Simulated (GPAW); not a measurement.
Crystal: Te2Mo.

```
Te Mo
1.0
     3.51820    0.00000    0.00000
    -1.75910    3.04685    0.00000
     0.00000    0.00000   13.97360
Te Mo
4 2
Direct
  0.33333 0.66667 0.62100
  0.66667 0.33333 0.12100
  0.33333 0.66667 0.87900
  0.66667 0.33333 0.37900
  0.33333 0.66667 0.25000
  0.66667 0.33333 0.75000
```

Base run:

| Item | Value |
| --- | --- |
| Program | GPAW 26.7.0 |
| Functional | LDA |
| Potentials or basis | the program's PAW data sets (release 1.2.1) made for this functional |
| Cutoff | 600 eV |
| Basis | pw |
| k mesh | 6 × 6 × 2 |
| Occupations | fermi-dirac, width 0.05 eV |
| Spin | spin-orbit coupling, no magnetisation |

Its results: band gap on the k mesh 0.78 eV, indirect (least direct gap 0.95 eV).

Question: The run is repeated on the same cell with these changes: functional from LDA to GLLB-SC; spin from spin-orbit coupling, no magnetisation to no spin polarisation. What comes out?

Answer: Band gap on the k mesh, kohn-sham part alone 0.92 eV, indirect (least direct gap 1.03 eV).

Several settings changed at once, so the effect can't be laid on one alone.

Caveats: spin-orbit coupling was added after a scalar SCF, so levels and gaps hold it while energy, forces, pressure and moments don't (some runs); this program's spin-orbit splittings come out too wide for heavy elements (some runs); the mesh misses the band edges, which the band path finds closer together (some runs); a model potential gives levels but no total energy (some runs); spin-orbit coupling is left out, which moves the levels of the heavy elements (some runs).
